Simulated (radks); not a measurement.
# Taking charge from the 3d level of Nb¹¹⁺ in fractions

An exercise on one series of results from a longer session: the logs are not shown, and one member is left open.

Method: scalar-relativistic Kohn-Sham, LDA (Slater exchange, Perdew-Wang correlation), spin-polarised, spherical densities, finite nucleus. Code: radks (a radial shooting solver on a logarithmic mesh, Libxc functionals) version 1.

### Starting point

| Item | Value |
| --- | --- |
| element | niobium (Z = 41) |
| charge | +11 |
| electrons | 30 |
| configuration | [Ar] 3d(up 5, down 5) 4s2 |
| nuclear rms radius | 4.324 fm |

A shell typed twice in an input gives spin up, then spin down.

The first run:

Input:

```text
Z 41
configuration [Ar] 3d5 3d5 4s2
relativity scalar-relativistic
functional lda,pw
spin polarised
nucleus finite rms 4.324 fm
c 137.035999084
```

Among the steps run: Start: [Ar] 3d(up 5, down 5) 4s2.

One table of the session follows, with a row left open; its other results are not shown here.

It belongs to the step «Start: [Ar] 3d(up 5, down 5) 4s2». From the orbitals of this run (lengths in bohr):

```
level      <r>  outermost maximum (interpolated)  90 % within  nodes
   1s  0.03613                            0.0235       0.0647      0
   2s   0.1582                             0.133        0.244      1
   2p   0.1377                             0.106        0.224      0
   3s   0.4412                             0.395        0.652      2
   3p        ?                                 ?            ?      ?
   3d   0.4252                             0.331        0.679      0
   4s    1.021                             0.963         1.45      3
```

Estimate the missing values for 3p.

The run gave: <r>: 0.4423; outermost maximum (interpolated): 0.388; 90 % within: 0.668; nodes: 1. In the column «<r>» it lies between 3s (0.4412) and 4s (1.021).
